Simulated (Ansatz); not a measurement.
# ZrO (triplet): the correlation ladder, def2-QZVPP

One table from this session's results is given with a row withheld; the runs are named, their logs left out.

Program: Ansatz 0.2.0, Gaussian basis. Level of theory: def2-QZVPP, core rule «outside noble gas», up to 5 orbitals frozen. These are calculated values, not measurements.

Plan: UHF; ROHF; CCSD(T) on UHF.

7 further runs of the same task are left out: 1 that didn't finish, 6 set aside as unsound or not needed.

## The geometry

The geometry is a PBE0/def2-TZVP stationary point (not a proven minimum). No spin-orbit coupling is included. Elements past krypton take def2 core potentials.

2 atoms, charge 0, spin multiplicity 3.

Atoms are counted from 1 here; the program's logs count them from 0.

Bond lengths: Zr1–O2 1.723 Å.

Set-up of the first run:

The input, in.yaml:

```yaml
crystal:
  periodic: [false, false, false]
  atoms:
    - {symbol: Zr, position_ang: [0.000000, 0.000000, 0.000000]}
    - {symbol: O, position_ang: [0.000000, 0.000000, 1.723000]}
basis:
  gaussian: {orbitals: "def2-QZVPP.json"}
magnetization: {spin_polarized: true, initial_magnetization: 2}
hamiltonian: {xc: hf}
output: {orbitals: {seedname: orbitals}}
```

The run is started by

```console
$ ansatz run in.yaml --threads 1 --pin off --events-out ev --progress --plain --max-ram 4096MiB --backend cpu
```

Steps of the session up to this table: UHF; ROHF; CCSD(T) on UHF.

One of the session's tables, all rows but one given; the rest of the session is left out.

It belongs to the step «Misses and costs». 

| method | from UCCSD(T) (meV) |
| --- | --- |
| ROHF | +9786.3 |
| UHF | ? |
| UMP2 | +68.2 |
| UCCSD | +600.1 |
| UCCSD(T) | 0 |

**Question.** Estimate the row for UHF.

As computed: from UCCSD(T) (meV): +9669.4. In the column «from UCCSD(T) (meV)» it lies between UCCSD (+600.1) and ROHF (+9786.3).
